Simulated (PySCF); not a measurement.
# C3H2BBrF2: the cost of one run

The runs use PySCF 2.14.0, with density-fitted response routines of our own; the level of theory stands in each step. All values are computed, except where a source is named. Atoms are numbered from 0 throughout.

### Step 1. Starting geometry

9 atoms, charge 0, multiplicity 1; geometry from: GFN2-xTB. The atoms were then displaced at random by about 0.01 Å, so the start is not that level's minimum.

Bonds of the start (Å): B0–C1 1.52, C1–C2 1.22, C2–C3 1.39, C3–F4 1.36, C3–F5 1.35, C3–Br6 2.01, B0–H7 1.15, B0–H8 1.17.

### Step 2. Relaxing the molecule at PBE0-D3(BJ)/def2-SVP

The job: settings as JSON, then the geometry in Å.

```
{"job": {"xc": "PBE0", "basis": "def2-SVP", "d3": "d3bj", "grid": 1, "shake": 0.01, "kind": "geom"}, "charge": 0, "multiplicity": 1}
B      2.329980     0.530040    -0.311010
C      0.861030     0.153080    -0.386160
C     -0.315580    -0.176830    -0.457060
C     -1.657180    -0.525000    -0.499970
F     -2.189430    -0.596060    -1.751100
F     -1.972620    -1.696970     0.085120
Br    -2.715330     0.874980     0.482960
H      2.973370     0.176010     0.569290
H      2.743560     1.243600    -1.134680
```

Launch:

```console
OMP_NUM_THREADS=1 python probes_run.py task.json out
```

One launch serves the whole session: the jobs run in the order shown.

**Question.** How long does this first job take on 1 thread of AMD EPYC 7R43, shared host, and how much memory does it need?

About 42 s, with a peak of 0.52 GiB.
